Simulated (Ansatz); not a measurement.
# WS2 (Tungstenite): a point defect seen from the nuclei (Al on a W site), part 2 of 2

Aim: the field gradients at and around a point defect: Al on a W site in WS2 (Tungstenite), cell charge -1. The cell is a supercell built from a COD entry (the entry's cell lengths or inner coordinates differ somewhat from later room-temperature determinations). Planned: a single point, then a relaxation.

Ansatz 0.2.0; DFT, PBE, plane-wave PAW, default files, scalar-relativistic.

### 3 Ions relaxed

The COD entry's cell or inner coordinates are ideal or old and differ from later refinements, so a difference from it is no clean test against experiment.

input.yaml

```yaml
crystal:
  lattice:
    - [9.54, 0.0, 0.0]
    - [-4.77, 8.261882352, 0.0]
    - [0.0, 0.0, 12.5]
  atoms:
    - { symbol: Al, position: [0.1111111111, 0.2222222222, 0.25] }
    - { symbol: W, position: [0.1111111111, 0.5555555556, 0.25] }
    - { symbol: W, position: [0.1111111111, 0.8888888889, 0.25] }
    - { symbol: W, position: [0.4444444444, 0.2222222222, 0.25] }
    - { symbol: W, position: [0.4444444444, 0.5555555556, 0.25] }
    - { symbol: W, position: [0.4444444444, 0.8888888889, 0.25] }
    - { symbol: W, position: [0.7777777778, 0.2222222222, 0.25] }
    - { symbol: W, position: [0.7777777778, 0.5555555556, 0.25] }
    - { symbol: W, position: [0.7777777778, 0.8888888889, 0.25] }
    - { symbol: W, position: [0.2222222222, 0.1111111111, 0.75] }
    - { symbol: W, position: [0.2222222222, 0.4444444444, 0.75] }
    - { symbol: W, position: [0.2222222222, 0.7777777778, 0.75] }
    - { symbol: W, position: [0.5555555556, 0.1111111111, 0.75] }
    - { symbol: W, position: [0.5555555556, 0.4444444444, 0.75] }
    - { symbol: W, position: [0.5555555556, 0.7777777778, 0.75] }
    - { symbol: W, position: [0.8888888889, 0.1111111111, 0.75] }
    - { symbol: W, position: [0.8888888889, 0.4444444444, 0.75] }
    - { symbol: W, position: [0.8888888889, 0.7777777778, 0.75] }
    - { symbol: S, position: [0.1111111111, 0.2222222222, 0.625] }
    - { symbol: S, position: [0.1111111111, 0.5555555556, 0.625] }
    - { symbol: S, position: [0.1111111111, 0.8888888889, 0.625] }
    - { symbol: S, position: [0.4444444444, 0.2222222222, 0.625] }
    - { symbol: S, position: [0.4444444444, 0.5555555556, 0.625] }
    - { symbol: S, position: [0.4444444444, 0.8888888889, 0.625] }
    - { symbol: S, position: [0.7777777778, 0.2222222222, 0.625] }
    - { symbol: S, position: [0.7777777778, 0.5555555556, 0.625] }
    - { symbol: S, position: [0.7777777778, 0.8888888889, 0.625] }
    - { symbol: S, position: [0.2222222222, 0.1111111111, 0.125] }
    - { symbol: S, position: [0.2222222222, 0.4444444444, 0.125] }
    - { symbol: S, position: [0.2222222222, 0.7777777778, 0.125] }
    - { symbol: S, position: [0.5555555556, 0.1111111111, 0.125] }
    - { symbol: S, position: [0.5555555556, 0.4444444444, 0.125] }
    - { symbol: S, position: [0.5555555556, 0.7777777778, 0.125] }
    - { symbol: S, position: [0.8888888889, 0.1111111111, 0.125] }
    - { symbol: S, position: [0.8888888889, 0.4444444444, 0.125] }
    - { symbol: S, position: [0.8888888889, 0.7777777778, 0.125] }
    - { symbol: S, position: [0.1111111111, 0.2222222222, 0.875] }
    - { symbol: S, position: [0.1111111111, 0.5555555556, 0.875] }
    - { symbol: S, position: [0.1111111111, 0.8888888889, 0.875] }
    - { symbol: S, position: [0.4444444444, 0.2222222222, 0.875] }
    - { symbol: S, position: [0.4444444444, 0.5555555556, 0.875] }
    - { symbol: S, position: [0.4444444444, 0.8888888889, 0.875] }
    - { symbol: S, position: [0.7777777778, 0.2222222222, 0.875] }
    - { symbol: S, position: [0.7777777778, 0.5555555556, 0.875] }
    - { symbol: S, position: [0.7777777778, 0.8888888889, 0.875] }
    - { symbol: S, position: [0.2222222222, 0.1111111111, 0.375] }
    - { symbol: S, position: [0.2222222222, 0.4444444444, 0.375] }
    - { symbol: S, position: [0.2222222222, 0.7777777778, 0.375] }
    - { symbol: S, position: [0.5555555556, 0.1111111111, 0.375] }
    - { symbol: S, position: [0.5555555556, 0.4444444444, 0.375] }
    - { symbol: S, position: [0.5555555556, 0.7777777778, 0.375] }
    - { symbol: S, position: [0.8888888889, 0.1111111111, 0.375] }
    - { symbol: S, position: [0.8888888889, 0.4444444444, 0.375] }
    - { symbol: S, position: [0.8888888889, 0.7777777778, 0.375] }
total_charge: -1
kpoints:
  mp_grid: { grid: [3, 3, 2] }
scf:
  occupations: { method: fermi_dirac, width: 0.01 }
hamiltonian:
  xc: pbe
  pseudopotentials: { kind: paw }
output:
  forces: true
  stress: true
  populations: true
  efg:
    quadrupole_moments_barn: { Al: 0.1466, S: -0.0694 }
    contact_densities: true
relax:
  f_tol: 0.03
  max_steps: 40
```

Launch:

```console
$ ansatz run input.yaml --threads 4 --pin off --max-ram 8192MiB --backend cpu --events-out ev --progress --plain --runs-dir out
```

Standard output:

```text
[... 1 line left out ...]
Warning: RAYON_NUM_THREADS=4 ignored (pool sized by the plan → 4); use --threads N
W: output.efg is read without spin–orbit coupling, which moves field gradients at and beside such atoms by some per cent and up to a factor of two; PAW files take it under magnetization.noncollinear and magnetization.spin_orbit
Engine: ansatz 0.2.0, aarch64-unknown-linux-gnu
Pseudopotentials: kind: paw
Pseudopotential: Al, paw, valence charge 3, recommended cutoff 420 eV (normal), Al.paw.azcp
Pseudopotential: W, paw, valence charge 14, recommended cutoff 420 eV (normal), W.paw.azcp
Pseudopotential: S, paw, valence charge 6, recommended cutoff 420 eV (normal), S.paw.azcp
Functional definition: PBE
  parameter kappa = 0.804
  parameter beta = 0.06672455060314922
  exchange = pbe_x(kappa = kappa, mu = beta*pi^2/3)
  correlation = pbe_c(beta = beta)
Crystal: 54 atoms, lattice volume = 985.229 Å³
Basis set: ecut = 420 eV, 19181 PW (Γ), exchange–correlation on 128×128×180 points (8 copies of the dense FFT grid, shifted against one another)
Bands: 283, of which v1, the nominal top of the filled ones, is band 229 counted from 1 (228 counted from 0)
Symmetry: 12 space group operations
Space group: P-6m2 (ITA 187), of the structure as read, at distance tolerance 1.0e-4 Å
k-points: 6 of 18 (time reversal used)
Non-local potential: Al, projectors of the file, l = 0: 2, l = 1: 2, l = 2: 1
Non-local potential: W, projectors of the file, l = 0: 3, l = 1: 2, l = 2: 2, l = 3: 1
Non-local potential: S, projectors of the file, l = 0: 2, l = 1: 2, l = 2: 2
PAW form: soft (Blöchl's): semilocal exchange-correlation on the pseudo side does not see the compensation charge
PAW one-centre angular grid: Al, 110 points (default); XC on 64 Gauss nodes
PAW one-centre angular grid: W, 590 points (default); XC on 64 Gauss nodes
PAW one-centre angular grid: S, 110 points (default); XC on 64 Gauss nodes
Initial density: superposition of atomic densities (neutral atoms scaled as one to the charged cell's electrons: chi_scale 0, normalization atom), corrected by the library's trained network
Initial wavefunctions: pseudopotential atomic-orbital guess
Functional: x = pbe(κ = 0.804, μ = 0.2195149727645171), c = pbe(β = 0.06672455060314922)
SCF iter   1: F=—  HF=-209584.060237 eV  |F-HF|=—  |Δ(HF+E_count)|=         —  Δρ=7.14e-3  dr2=1.47e0  ethr=1.77e-3  ⟨swp⟩=6.0  Hψ=7042  notcnv=0
preconditioner: auto → LDOS  [metal: Δε(μ)=0.014 eV  Ē_g=8.403 eV  σ=0.010 eV  W_gap=0.32  n_scr=224 (ndim 8)  ℏωp=21.2 eV  f_vac=0.022  D(μ)=21.18/eV (n_scr^D=108)  β→1.0]
SCF iter   2: F=—  HF=-209585.091206 eV  |F-HF|=—  |Δ(HF+E_count)|=    1.03e0  Δρ=1.44e-2  dr2=7.73e0  ethr=3.20e-4  ⟨swp⟩=3.8  Hψ=3406  notcnv=0  defer=273  recentre
SCF iter   3: F=—  HF=-209583.933499 eV  |F-HF|=—  |Δ(HF+E_count)|=    1.16e0  Δρ=4.12e-3  dr2=5.18e-1  ethr=3.20e-4  ⟨swp⟩=5.3  Hψ=4273  notcnv=0  defer=259
SCF iter   4: F=—  HF=-209583.876407 eV  |F-HF|=—  |Δ(HF+E_count)|=   5.71e-2  Δρ=1.07e-3  dr2=3.22e-2  ethr=1.13e-4  ⟨swp⟩=3.3  Hψ=2248  notcnv=0  defer=276
SCF iter   5: F=—  HF=-209583.874436 eV  |F-HF|=—  |Δ(HF+E_count)|=   1.97e-3  Δρ=5.85e-4  dr2=1.13e-2  ethr=7.03e-6  ⟨swp⟩=2.0  Hψ=2286  notcnv=0  defer=285
SCF iter   6: F=—  HF=-209583.875782 eV  |F-HF|=—  |Δ(HF+E_count)|=   1.35e-3  Δρ=6.68e-4  dr2=1.85e-2  ethr=2.47e-6  ⟨swp⟩=2.8  Hψ=2211  notcnv=0  defer=285
SCF iter   7: F=—  HF=-209583.873844 eV  |F-HF|=—  |Δ(HF+E_count)|=   1.94e-3  Δρ=3.15e-4  dr2=3.24e-3  ethr=2.47e-6  ⟨swp⟩=2.2  Hψ=2422  notcnv=0  defer=285
SCF iter   8: F=—  HF=-209583.873441 eV  |F-HF|=—  |Δ(HF+E_count)|=   4.03e-4  Δρ=1.82e-4  dr2=7.73e-4  ethr=7.08e-7  ⟨swp⟩=2.0  Hψ=2071  notcnv=0  defer=285
SCF iter   9: F=—  HF=-209583.873381 eV  |F-HF|=—  |Δ(HF+E_count)|=   5.94e-5  Δρ=1.33e-4  dr2=4.82e-4  ethr=1.69e-7  ⟨swp⟩=2.0  Hψ=2223  notcnv=0  defer=285
SCF iter  10: F=—  HF=-209583.873348 eV  |F-HF|=—  |Δ(HF+E_count)|=   3.27e-5  Δρ=9.63e-5  dr2=2.19e-4  ethr=1.05e-7  ⟨swp⟩=2.2  Hψ=2160  notcnv=0  defer=285
[... 92 lines left out ...]
  atom  30  S  V_zz =    -3.758407   η = 0.4181   by run symmetry: allowed   C_q = +6.3069 MHz
            electrostatic potential = -1638.011736 V   contact ρ = 19770.447542 e/Å³
  atom  31  S  V_zz =    -3.758407   η = 0.4181   by run symmetry: allowed   C_q = +6.3069 MHz
            electrostatic potential = -1638.011736 V   contact ρ = 19770.447542 e/Å³
  atom  32  S  V_zz =    -4.800801   η = 0.0745   by run symmetry: allowed   C_q = +8.0562 MHz
            electrostatic potential = -1637.939697 V   contact ρ = 19770.325199 e/Å³
  atom  33  S  V_zz =    -3.758407   η = 0.4181   by run symmetry: allowed   C_q = +6.3069 MHz
            electrostatic potential = -1638.011736 V   contact ρ = 19770.447542 e/Å³
  atom  34  S  V_zz =    -6.488888   η = 0.5298   by run symmetry: allowed   C_q = +10.8889 MHz
            electrostatic potential = -1638.624152 V   contact ρ = 19769.776705 e/Å³
  atom  35  S  V_zz =    -4.800801   η = 0.0745   by run symmetry: allowed   C_q = +8.0562 MHz
            electrostatic potential = -1637.939697 V   contact ρ = 19770.325199 e/Å³
  atom  36  S  V_zz =    -4.800801   η = 0.0745   by run symmetry: allowed   C_q = +8.0562 MHz
            electrostatic potential = -1637.939697 V   contact ρ = 19770.325199 e/Å³
  atom  37  S  V_zz =    -4.723029   η = 0.0000   by run symmetry: allowed   C_q = +7.9256 MHz
            electrostatic potential = -1637.604816 V   contact ρ = 19770.989573 e/Å³
  atom  38  S  V_zz =    -4.606646   η = 0.0018   by run symmetry: allowed   C_q = +7.7303 MHz
            electrostatic potential = -1637.586639 V   contact ρ = 19770.883900 e/Å³
  atom  39  S  V_zz =    -4.606646   η = 0.0018   by run symmetry: allowed   C_q = +7.7303 MHz
            electrostatic potential = -1637.586639 V   contact ρ = 19770.883900 e/Å³
  atom  40  S  V_zz =    -4.606646   η = 0.0018   by run symmetry: allowed   C_q = +7.7303 MHz
            electrostatic potential = -1637.586639 V   contact ρ = 19770.883900 e/Å³
  atom  41  S  V_zz =    -4.606646   η = 0.0018   by run symmetry: allowed   C_q = +7.7303 MHz
            electrostatic potential = -1637.586639 V   contact ρ = 19770.883900 e/Å³
  atom  42  S  V_zz =    -4.563937   η = 0.0000   by run symmetry: allowed   C_q = +7.6587 MHz
            electrostatic potential = -1637.578942 V   contact ρ = 19770.802051 e/Å³
  atom  43  S  V_zz =    -4.606646   η = 0.0018   by run symmetry: allowed   C_q = +7.7303 MHz
            electrostatic potential = -1637.586639 V   contact ρ = 19770.883900 e/Å³
  atom  44  S  V_zz =    -4.611116   η = 0.0000   by run symmetry: allowed   C_q = +7.7378 MHz
            electrostatic potential = -1637.580562 V   contact ρ = 19770.746595 e/Å³
  atom  45  S  V_zz =    -4.606646   η = 0.0018   by run symmetry: allowed   C_q = +7.7303 MHz
            electrostatic potential = -1637.586639 V   contact ρ = 19770.883900 e/Å³
  atom  46  S  V_zz =    -6.488888   η = 0.5298   by run symmetry: allowed   C_q = +10.8889 MHz
            electrostatic potential = -1638.624152 V   contact ρ = 19769.776705 e/Å³
  atom  47  S  V_zz =    -6.488888   η = 0.5298   by run symmetry: allowed   C_q = +10.8889 MHz
            electrostatic potential = -1638.624152 V   contact ρ = 19769.776705 e/Å³
  atom  48  S  V_zz =    -3.758407   η = 0.4181   by run symmetry: allowed   C_q = +6.3069 MHz
            electrostatic potential = -1638.011736 V   contact ρ = 19770.447542 e/Å³
  atom  49  S  V_zz =    -3.758407   η = 0.4181   by run symmetry: allowed   C_q = +6.3069 MHz
            electrostatic potential = -1638.011736 V   contact ρ = 19770.447542 e/Å³
  atom  50  S  V_zz =    -4.800801   η = 0.0745   by run symmetry: allowed   C_q = +8.0562 MHz
            electrostatic potential = -1637.939697 V   contact ρ = 19770.325199 e/Å³
  atom  51  S  V_zz =    -3.758407   η = 0.4181   by run symmetry: allowed   C_q = +6.3069 MHz
            electrostatic potential = -1638.011736 V   contact ρ = 19770.447542 e/Å³
  atom  52  S  V_zz =    -6.488888   η = 0.5298   by run symmetry: allowed   C_q = +10.8889 MHz
            electrostatic potential = -1638.624152 V   contact ρ = 19769.776705 e/Å³
  atom  53  S  V_zz =    -4.800801   η = 0.0745   by run symmetry: allowed   C_q = +8.0562 MHz
            electrostatic potential = -1637.939697 V   contact ρ = 19770.325199 e/Å³
  atom  54  S  V_zz =    -4.800801   η = 0.0745   by run symmetry: allowed   C_q = +8.0562 MHz
            electrostatic potential = -1637.939697 V   contact ρ = 19770.325199 e/Å³
--- Band table (eV; the first three rows and the last of 6) ---
[... 4 lines left out ...]
--- Relaxed structure (4 steps of the walk, 3 accepted, 0 SCFs on fresh bases) ---
  F+E_penalty+E_count = -209584.03904685 eV   max|allowed force component| = 1.556e-2 eV/Å
  atoms:
[... 54 lines left out ...]
--- Löwdin populations: 54 sites ---
  site symbol       q [e]
[... 54 lines left out ...]
  spilling = 0.009275 (of n_electrons = 458.000000)
```

Wall time 6.1 min (4 threads of Arm Neoverse V1, shared host); peak memory 6 GiB.

Step by step:

```
        step  energy change (eV)  largest force component (eV/Å)
           1              0.0000                           0.675
2 (rejected)              0.0858                           0.589
           3             -0.1638                           0.102
           4             -0.1657                           0.016
```

Largest displacement: 0.056 Å (atom 4 and its like, W); mean 0.018 Å.

The run ends with no gap over 0.1 eV on the mesh, largest force 0.016 eV/Å, pressure 2.1 GPa.

What changed since step 2 (V_zz in 10²¹ V/m²; 9 of 14 rows, with the four largest changes of size):

```
site          atoms  V_zz, PBE  V_zz, PBE relaxed  η, PBE  η, PBE relaxed
  Al              1      -1.25              -1.32    0.00            0.00
 S28  28, 29, 34, …      -5.46              -6.49    0.67            0.53
  W2     2, 3, 4, …      -20.6              -21.4    0.25            0.46
 S32  32, 35, 36, …      -4.61              -4.80    0.23            0.07
 S19         19, 37      -4.89              -4.72    0.00            0.00
 S30  30, 31, 33, …      -4.15              -3.76    0.07            0.42
  W8              8     -18.01             -16.95    0.00            0.00
  W6              6     -16.07             -14.11    0.00            0.00
 S20  20, 21, 22, …      -4.77              -4.61    0.01            0.00
```

The printed gradients, by site: 12 of 14, those nearest the defect, the farthest of each element and the two largest gradients.

```
site              atoms  distance from the defect (Å)  V_zz (10²¹ V/m²)     η     C_Q (MHz)
  Al                  1                          0.00             -1.32  0.00  -4.67 (²⁷Al)
 S28  28, 29, 34, 46, …                          2.41             -6.49  0.53    10.9 (³³S)
  W2      2, 3, 4, 5, …                          3.24             -21.4  0.46             –
 S32  32, 35, 36, 50, …                          3.98             -4.80  0.07    8.06 (³³S)
 S19             19, 37                          4.68             -4.72  0.00    7.93 (³³S)
 S30  30, 31, 33, 48, …                          5.11             -3.76  0.42    6.31 (³³S)
  W6                  6                          5.51            -14.11  0.00             –
  W8                  8                          5.51            -16.95  0.00             –
 S20  20, 21, 22, 23, …                          5.66             -4.61  0.00    7.73 (³³S)
 W10         10, 11, 16                          6.51            -17.69  0.00             –
 S24             24, 42                          7.23             -4.56  0.00    7.66 (³³S)
 W12         12, 13, 15                          7.92            -17.52  0.00             –
```

Direction of the V_zz axis (Cartesian unit vector):

```
site  atom     x     y     z
  Al     1  0.00  0.00  1.00
  W2     2  0.00  0.00  1.00
  W6     6  0.00  0.00  1.00
  W8     8  0.00  0.00  1.00
 W10    10  0.00  0.00  1.00
 W12    12  0.00  0.00  1.00
 W14    14  0.00  0.00  1.00
 S19    19  0.00  0.00  1.00
 S20    20  0.01  0.00  1.00
 S24    24  0.00  0.00  1.00
```

The sizes of the gradients above 0.15 moved by 4 % in the median, 19 % at the site with the largest relative rise or fall (small gradients counted from 0.15; S28, -5.46 to -6.49).

### 4 Simulated spectra, from step 3

³³S (I = 3/2, Q = -69.40 mb) in zero field: pure quadrupole lines, for atoms at rest. Strengths are squared matrix elements for a powder, against the strongest line of the same site.

```
site  count  line (MHz)  strength
 S28      6        5.69      1.00
 S32      6        4.03      1.00
 S19      2        3.96      1.00
 S30      6        3.24      1.00
 S20     12        3.87      1.00
 S24      2        3.83      1.00
```

### 5 Summary of results

What follows sums up all 2 parts.

| quantity | value |
| --- | --- |
| state (step 3) | no gap over 0.1 eV on the mesh, largest force 0.016 eV/Å, pressure 2.1 GPa |
| V_zz by site, step 3 (10²¹ V/m²) | Al -1.32, S28 -6.49, W2 -21.4, S32 -4.80, S19 -4.72, S30 -3.76, W6 -14.11, W8 -16.95, … |
| largest C_Q in size, step 3 | 10.9 MHz, ³³S at S28 |
| step 3 (ions relaxed) against step 2 | 4 % in the median, 19 % at the site with the largest relative rise or fall (small gradients counted from 0.15; S28, -5.46 to -6.49) |

In words: Site W2 (6 S at 2.39–2.42 Å) carries the largest gradient. The runs allow no spin. The relaxation kept the symmetry P-6m2, so a distorted place of lower energy may have been missed. With states at the Fermi level, this mesh doesn't settle the gradients near the defect. Relaxing moved atoms by up to 0.06 Å and single gradients by up to 19 % at the worst site (4 % in the median) (gradients over 0.15 counted), a moderate change. The ³³S zero-field lines reach up to 5.69 MHz, for nuclei at rest; thermal motion mostly lowers such lines a little. The run isn't spin-polarised, and a state with spin may lie lower. The defect repeats with the cell of 54 atoms, so it feels its images: sites between two images don't show the values beside a lone defect, and zeros or small values of η there can come from the images' arrangement. S and W carry a gradient in the pure host already, so the values there aren't the defect's effect alone. The relaxation keeps the site symmetry -6m2 of the start, so the impurity can't leave its site; a distortion that would localise the carrier isn't explored. A uniform background compensates the cell's charge. The defect cell has no gap above 0.1 eV on its mesh, so the values hang on the smearing and the k-mesh. The program warns that gradients near heavy atoms lack spin–orbit coupling.

In a charged cell the pressure and stress hold a term of the neutralising background, so they aren't those of the solid.
